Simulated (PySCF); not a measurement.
# C₄H₁₀GeN₂: a tour of settings, part 2 of 2

PySCF 2.14.0. Atoms count from 0. The steps go on from the part before.

## (5) Ultraviolet spectrum: BLYP/3-21G

The job: settings as JSON, then the geometry in Å.

```
{"job": {"kind": "uv", "xc": "BLYP", "basis": "3-21G", "nstates": 6, "ntriplets": 5, "tda": false, "scf": {"level_shift": 0.1}}, "charge": 0, "multiplicity": 1}
Ge     3.441294     0.274718    -0.609341
N      1.662396     0.495755    -0.317711
N      1.122182    -0.386871     0.552377
C     -0.126989    -0.547588     0.704717
C     -1.254977     0.101182     0.010667
C     -2.509122    -0.700453    -0.230381
C     -2.514062     0.387865     0.789131
H      3.726026    -0.984263    -1.374652
H      4.078197     0.212323     0.732538
H      3.864817     1.468700    -1.403454
H      1.029998     1.001162    -0.931058
H     -0.393067    -1.275417     1.461212
H     -0.994668     0.822651    -0.755060
H     -3.038511    -0.546288    -1.158357
H     -2.523053    -1.723039     0.115479
H     -2.531197     0.110108     1.832082
H     -3.046260     1.301485     0.571902
```

Level: TDDFT BLYP/3-21G, vertical, gas phase, core orbitals frozen in the response.

The program printed:

```text
final grid: 133576 points
cycle   1  E = -2333.2015713665  dE = -1.040e+00  |g| = 3.773e-01  |ddm| = 4.051e+00
cycle   2  E = -2333.1894562927  dE =  1.212e-02  |g| = 4.851e-01  |ddm| = 1.084e+00
cycle   3  E = -2333.2403029230  dE = -5.085e-02  |g| = 9.493e-02  |ddm| = 4.373e-01
cycle   4  E = -2333.2425493385  dE = -2.246e-03  |g| = 2.821e-02  |ddm| = 1.487e-01
cycle   5  E = -2333.2427523661  dE = -2.030e-04  |g| = 5.958e-03  |ddm| = 4.638e-02
cycle   6  E = -2333.2427597360  dE = -7.370e-06  |g| = 3.313e-03  |ddm| = 9.729e-03
cycle   7  E = -2333.2427616202  dE = -1.884e-06  |g| = 1.046e-03  |ddm| = 2.448e-03
cycle   8  E = -2333.2427618881  dE = -2.679e-07  |g| = 3.433e-04  |ddm| = 1.007e-03
cycle   9  E = -2333.2427619213  dE = -3.316e-08  |g| = 5.148e-05  |ddm| = 4.382e-04
cycle  10  E = -2333.2427619223  dE = -9.827e-10  |g| = 1.249e-05  |ddm| = 9.350e-05
level shift removed, Fock matrix diagonalised once more
converged SCF energy = -2333.2427619223

Static polarisability (au): isotropic 78.700, principal 54.149 64.018 117.931

Singlet excitations
state   eV       nm        f      main configurations
  1   4.9966    248.1   0.02102   H->L+1 0.82, H->L 0.18
  2   5.6471    219.6   0.04126   H-1->L+1 0.47, H-1->L 0.42
  3   5.7744    214.7   0.32084   H->L 0.56, H-1->L 0.24, H->L+1 0.12
  4   5.9955    206.8   0.13234   H-1->L+1 0.51, H-1->L 0.32, H->L 0.10
  5   6.3559    195.1   0.00429   H->L+2 0.99
  6   6.6687    185.9   0.01557   H->L+3 0.97

Triplet excitations (Tamm-Dancoff, eV): 4.0004 4.7203 4.9077 5.5459 6.2115
```

Wall time 14 s (1 thread of Arm Neoverse V1, shared host); peak memory 0.47 GiB.

Frontier orbitals and where they lie:

| orbital | eV | atoms |
| --- | --- | --- |
| HOMO−3 | -7.17 | C5 40 %, C6 36 %, C4 12 % |
| HOMO−2 | -7.08 | C4 31 %, C6 16 %, N1 13 % |
| HOMO−1 | -5.07 | N2 69 %, C4 7 %, N1 5 % |
| HOMO | -4.30 | N1 47 %, C3 27 %, N2 9 % |
| LUMO | 0.27 | N2 35 %, C3 32 %, Ge0 10 % |
| LUMO+1 | 0.59 | Ge0 57 %, N1 21 %, N2 6 % |
| LUMO+2 | 1.99 | H12 19 %, H10 14 %, C4 13 % |

With each of the 6 states as a Gaussian band of 0.4 eV half-width at 1/e, the curve within the window shown has maxima at 213 nm (ε 19,000) L/(mol cm). Beyond the last state computed it falls off for lack of states. The curve at chosen wavelengths:

(nm, ε (L/mol/cm)): (178, 392), (182, 693), (186, 1130), (190, 1995), (195, 4431), (199, 7802), (203, 12005), (207, 15929), (211, 18317), (215, 18444), (220, 15712), (224, 12266), (228, 8762), (232, 5857), (236, 3789), (240, 2483), (245, 1595), (249, 1217), (253, 972), (257, 782), (261, 616), (265, 467), (270, 312), (274, 215), (278, 142), (282, 91)

Ground-state properties from the same run:

| property | computed |
| --- | --- |
| dipole moment (D) | 2.05 |
| polarisability (Å³) | 11.66 |
| HOMO–LUMO gap (eV) | 4.57 |
| −ε(HOMO) (eV) | 4.30 |

## (6) TDDFT and polarisability: PBE0/def2-SVPD

The job, as its differences from that of step 5:

```diff
@@ -1,2 +1,2 @@
-{"job": {"kind": "uv", "xc": "BLYP", "basis": "3-21G", "nstates": 6, "ntriplets": 5, "tda": false, "scf": {"level_shift": 0.1}}, "charge": 0, "multiplicity": 1}
+{"job": {"kind": "uv", "xc": "PBE0", "basis": "def2-SVPD", "nstates": 25, "ntriplets": 0, "tda": false}, "charge": 0, "multiplicity": 1}
 Ge     3.441294     0.274718    -0.609341
```

With the program's defaults for keys left out, this is: TDDFT PBE0/def2-SVPD, vertical, gas phase, core orbitals frozen in the response.

The program printed:

```text
coarse grid: 63096 points
cycle   1  E = -2343.8149778251  dE =  3.518e-01  |g| = 4.766e-01  |ddm| = 6.590e+00
cycle   2  E = -2343.8143830254  dE =  5.948e-04  |g| = 5.074e-01  |ddm| = 1.606e+00
cycle   3  E = -2343.8552007656  dE = -4.082e-02  |g| = 5.372e-02  |ddm| = 8.125e-01
cycle   4  E = -2343.8554466773  dE = -2.459e-04  |g| = 4.092e-02  |ddm| = 1.400e-01
cycle   5  E = -2343.8558200236  dE = -3.733e-04  |g| = 9.240e-03  |ddm| = 8.164e-02
cycle   6  E = -2343.8558386000  dE = -1.858e-05  |g| = 3.628e-03  |ddm| = 2.843e-02
cycle   7  E = -2343.8558413204  dE = -2.720e-06  |g| = 5.916e-04  |ddm| = 7.250e-03
final grid: 133576 points
cycle   8  E = -2343.8558155022  dE = -6.823e-08  |g| = 8.650e-04  |ddm| = 1.623e-02
cycle   9  E = -2343.8558152481  dE =  2.541e-07  |g| = 1.407e-03  |ddm| = 4.928e-03
cycle  10  E = -2343.8558156546  dE = -4.065e-07  |g| = 1.550e-04  |ddm| = 3.197e-03
cycle  11  E = -2343.8558156605  dE = -5.892e-09  |g| = 3.398e-05  |ddm| = 3.088e-04
cycle  12  E = -2343.8558156607  dE = -2.478e-10  |g| = 9.610e-06  |ddm| = 6.401e-05
converged SCF energy = -2343.8558156607

Static polarisability (au): isotropic 97.975, principal 76.058 80.262 137.604

Singlet excitations
state   eV       nm        f      main configurations
  1   5.2418    236.5   0.01584   H->L+1 0.57, H->L 0.40
  2   5.6824    218.2   0.42770   H->L 0.54, H->L+1 0.39
  3   5.8731    211.1   0.02882   H-1->L 0.68, H-1->L+1 0.18
  4   5.9195    209.5   0.00864   H->L+2 0.92
  5   6.0696    204.3   0.00313   H->L+3 0.58, H->L+4 0.39
  6   6.3100    196.5   0.01046   H->L+4 0.58, H->L+3 0.39
  7   6.6246    187.2   0.01662   H-1->L+1 0.75, H-1->L 0.21
  8   6.7781    182.9   0.00675   H->L+6 0.60, H->L+5 0.34
  9   6.8687    180.5   0.02978   H->L+5 0.57, H->L+6 0.37
 10   6.9766    177.7   0.00132   H->L+7 0.94
 11   7.1503    173.4   0.05055   H->L+8 0.50, H-1->L+2 0.40
 12   7.2375    171.3   0.00376   H-1->L+2 0.51, H->L+8 0.32
 13   7.3810    168.0   0.03163   H-1->L+3 0.49, H-1->L+4 0.38
 14   7.5723    163.7   0.00328   H-1->L+4 0.50, H-1->L+3 0.44
 15   7.6949    161.1   0.00160   H->L+9 0.89
 16   7.9547    155.9   0.00345   H->L+10 0.85
 17   8.0193    154.6   0.06396   H-1->L+6 0.47, H-1->L+5 0.21, H-2->L 0.16
 18   8.0537    153.9   0.01211   H-3->L 0.46, H-1->L+5 0.31
 19   8.1140    152.8   0.02668   H-1->L+5 0.34, H-3->L 0.32, H-2->L 0.16
 20   8.1520    152.1   0.00195   H-2->L 0.35, H-2->L+1 0.25, H-1->L+6 0.21
 21   8.2238    150.8   0.00913   H-1->L+7 0.57, H-2->L+1 0.24
 22   8.2667    150.0   0.01831   H->L+11 0.21, H-2->L+1 0.20, H->L+12 0.14
 23   8.2851    149.6   0.01503   H-1->L+8 0.56, H->L+11 0.28
 24   8.3105    149.2   0.00903   H->L+11 0.38, H-1->L+7 0.16, H-1->L+8 0.15
 25   8.3859    147.8   0.01411   H->L+12 0.47, H-3->L+1 0.21
```

It took 76 s on 1 thread of Arm Neoverse V1, shared host; peak memory 1 GiB.

This run: HOMO -6.09 eV, LUMO 0.29 eV; lowest singlet 5.24 eV.

## (7) Comparing the runs: NMR shifts

Isotropic shieldings (ppm) of some atoms, chosen among heavy atoms and hydrogens apart, means over like atoms, with basis size and wall time:

| run | C3 | C5 | H11 | H10 | Ge0 | N2 | N1 | functions | time |
| --- | --- | --- | --- | --- | --- | --- | --- | --- | --- |
| HCTH407/6-31G* in tetrahydrofuran | 65.9 | 184.1 | 27.11 | 27.69 | 1608 | -40.8 | 162.8 | 136 | 16 s |
| B97-D/pcSseg-1 in dichloromethane | 43.4 | 173.6 | 26.35 | 26.10 | 1423 | -84.2 | 147.5 | 193 | 25 s |

## (8) Comparing the runs: electronic excitations

Excitations and ground-state properties, with basis size and wall time:

| run | lowest singlet (eV) | brightest (eV) | f | gap (eV) | α (Å³) | μ (D) | functions | time |
| --- | --- | --- | --- | --- | --- | --- | --- | --- |
| BLYP/3-21G | 5.00 | 5.77 | 0.321 | 4.57 | 11.66 | 2.05 | 96 | 14 s |
| PBE0/def2-SVPD | 5.24 | 5.68 | 0.428 | 6.37 | 14.52 | 2.16 | 238 | 76 s |

## (9) Results

What follows sums up all 2 parts.

| quantity | value |
| --- | --- |
| largest coupling of the table (PBE0/cc-pVDZ) | ¹J(C,H) C3–H11, 167.8 Hz |
| shieldings of C, H (HCTH407/6-31G*, tetrahydrofuran, a mean where the table joins atoms) | C3 65.9, C5 184.1, C4 184.1, H11 27.1, H7 27.5, H10 27.7, H12 30.8, H13 31.5 ppm and more |
| lowest singlet (BLYP/3-21G) | 5.00 eV (248 nm), f = 0.021 |
| brightest single state of those computed | state 3, 5.77 eV, f = 0.321 |
| lowest triplet | 4.00 eV |
| range of the shielding of Ge0 | 1423 to 1608 ppm |
| range of the lowest singlet | 5.00 to 5.24 eV |

Single values in the summary come from the first run of each kind that ended normally (PBE0/cc-pVDZ; HCTH407/6-31G*; BLYP/3-21G), which need not be the best level. Of the pairs tabulated at PBE0/cc-pVDZ, C3–H11 couples most strongly (167.8 Hz; Fermi contact 166.7 Hz). Couplings across rotatable bonds belong to this one conformer; where others are populated, the observed values are averages. At HCTH407/6-31G*: Shielding is most anisotropic at N2 (span 460 ppm, paramagnetic term -359 ppm). The first singlet state (HOMO→LUMO+1 0.82, HOMO→LUMO 0.18) lies at 5.00 eV and is weak; of the 6 states computed, the strongest absorption comes from state 3 at 5.77 eV. The lowest triplet lies 1.00 eV below the lowest singlet (triplets in Tamm-Dancoff, singlets in full TDDFT). States above −ε(HOMO) lie where TDDFT describes them poorly and they hang on the basis; the brightest is among them. In ppm, Ge0 moves most: its shielding spreads over 185 ppm, from 1423 (B97-D/pcSseg-1 in dichloromethane) to 1608 (HCTH407/6-31G* in tetrahydrofuran). Spin-orbit coupling is left out, which matters for shieldings and couplings at and beside the heavy atoms. Couplings from bases without tight functions are rough.
